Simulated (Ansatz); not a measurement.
# BBrF₂ + H₂S: a complex and its separated parts

The complex below is one end of an elementary step. How strongly is it bound against its free parts?

Program: Ansatz 0.2.0, Gaussian basis. Level of theory: PBE0-D4/def2-TZVP structures, single points in def2-TZVPP, no counterpoise correction. These are calculated values, not measurements.

Levels: SPW92, PBE-D4, BLYP-D4, r2SCAN-D4, B97M-V, PBE0-D4, B3LYP-D4, r2SCAN0-D4, BHLYP-D4, CAM-B3LYP-D4, wB97X-V, wB97M-V, B2PLYP, PBE-QIDH, RPA on PBE, Hartree-Fock, MP2, CCSD, CCSD(T).

Correlated methods freeze the cores. Filled d shells of the heavier atoms are correlated. B3LYP uses VWN-RPA correlation. B2PLYP carries no dispersion term here.

### 1 The system as given

The complex: 7 atoms, charge 0, spin multiplicity 1.

Atoms are counted from 1 here; the program's logs count them from 0.

Bond lengths: B1–F3 1.312 Å, B1–F4 1.312 Å, B1–Br6 1.919 Å, S2–H5 1.342 Å, S2–H7 1.342 Å. Angles: F3–B1–F4 119.8°, F3–B1–Br6 119.7°, F4–B1–Br6 119.7°, H5–S2–H7 92.4°.

Geometry (Å):

```mol
BBrF2H2S
  3D, bonds by distance, orders not assigned

  7  5  0  0  0  0  0  0  0  0999 V2000
   -1.2078   -0.4728   -0.1260 B   0  0
    1.4910    0.6787   -0.6346 S   0  0
   -0.9287   -1.4986   -0.8946 F   0  0
   -1.7737    0.5927   -0.6410 F   0  0
    2.1098   -0.2165    0.1508 H   0  0
   -1.0783   -0.6518    1.7805 Br  0  0
    1.3876    1.5681    0.3650 H   0  0
  1  3  8  0
  1  4  8  0
  1  6  8  0
  2  5  8  0
  2  7  8  0
M  END
```

Its parts: BBrF₂ holds atoms 1, 3, 4, 6; H₂S holds atoms 2, 5, 7. Each part counts its atoms afresh in its own runs.

### 2 Relaxing BBrF₂ alone

relax-a/in.yaml

```yaml
crystal:
  periodic: [false, false, false]
  atoms:
    - {symbol: B, position_ang: [-1.207780, -0.472798, -0.125991]}
    - {symbol: F, position_ang: [-0.928653, -1.498559, -0.894563]}
    - {symbol: F, position_ang: [-1.773730, 0.592705, -0.640958]}
    - {symbol: Br, position_ang: [-1.078262, -0.651751, 1.780458]}
basis:
  gaussian: {orbitals: def2-TZVP}
hamiltonian: {xc: pbe0, dispersion: d4}
relax: {f_tol: 0.005, max_steps: 200}
```

The command line of these runs was not kept.

Further steps of the session: Relaxing H₂S alone; wB97M-V/def2-TZVPP; CCSD(T)/def2-TZVPP; Vibrations of BBrF₂; Vibrations of H₂S.

Before running it: what results should come out? Wanted: complex less parts, CCSD(T)/def2-TZVPP; with zero-point energy; largest T1 diagnostic.

As calculated:

| quantity | value |
| --- | --- |
| complex less parts, CCSD(T)/def2-TZVPP | -2.84 kcal/mol |
| with zero-point energy | -1.89 kcal/mol |
| largest T1 diagnostic | 0.011 |

**Reading.** At CCSD(T) the complex lies 2.84 kcal/mol below its parts. Among the functionals PBE-QIDH lands nearest to CCSD(T) (-0.10 kcal/mol) and SPW92 farthest (-3.64 kcal/mol). By rung, the mean size of the error is: LDA 3.64, GGA 1.33, meta-GGA 0.84, hybrid 1.07, range-separated hybrid 0.83, double hybrid 0.54 kcal/mol. PBE-D4 gives a relative energy 1.53 kcal/mol too low, an error of 54 % of the reference. No counterpoise was applied, and triple zeta lacks some correlation, so the CCSD(T) reference has a basis error of its own, and close matches with it are partly luck.
